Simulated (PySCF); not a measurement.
# C6H12O (2,3-dimethylbutanal): the cost of one run

Computed with PySCF 2.14.0 and routines of our own; the level stands in each step. Atoms count from 0.

## (1) The starting structure

19 atoms, charge 0, multiplicity 1; geometry from: GFN2-xTB.

## (2) Magnetic properties: GIAO PBE0/pcSseg-1

Job settings and geometry (Å):

```
{"job": {"kind": "mag", "xc": "PBE0", "basis": "pcSseg-1", "isotopologues": 2}, "charge": 0, "multiplicity": 1}
C      1.216876    -1.541423     0.272293
C      0.707955    -0.104546     0.348345
C      1.265068     0.712945    -0.815895
C     -0.842722    -0.086497     0.394584
C     -1.392555     1.246873     0.892341
C     -1.382602    -0.413883    -0.971130
O     -1.532001    -1.519293    -1.412316
H      0.810377    -2.043144    -0.602563
H      0.922095    -2.102480     1.156213
H      2.302318    -1.553786     0.204663
H      1.060226     0.342369     1.285544
H      1.003065     0.252649    -1.766217
H      0.885920     1.731711    -0.804093
H      2.349983     0.757623    -0.748309
H     -1.149826    -0.884415     1.079160
H     -1.129452     2.056953     0.216380
H     -2.476980     1.204306     0.967299
H     -0.991580     1.476507     1.876757
H     -1.635969     0.476781    -1.580517
```

Method: GIAO PBE0/pcSseg-1 magnetisability, rotational g tensor and spin-rotation constants, non-relativistic, gas phase.

Launch:

```bash
OMP_NUM_THREADS=1 python excited_run.py task.json out
```

This one command runs all jobs of the session in turn.

Q: Estimate the wall time and peak memory of this first job on 1 thread of Intel Xeon 6975P-C, shared host.

About 23 s, with a peak of 0.82 GiB.
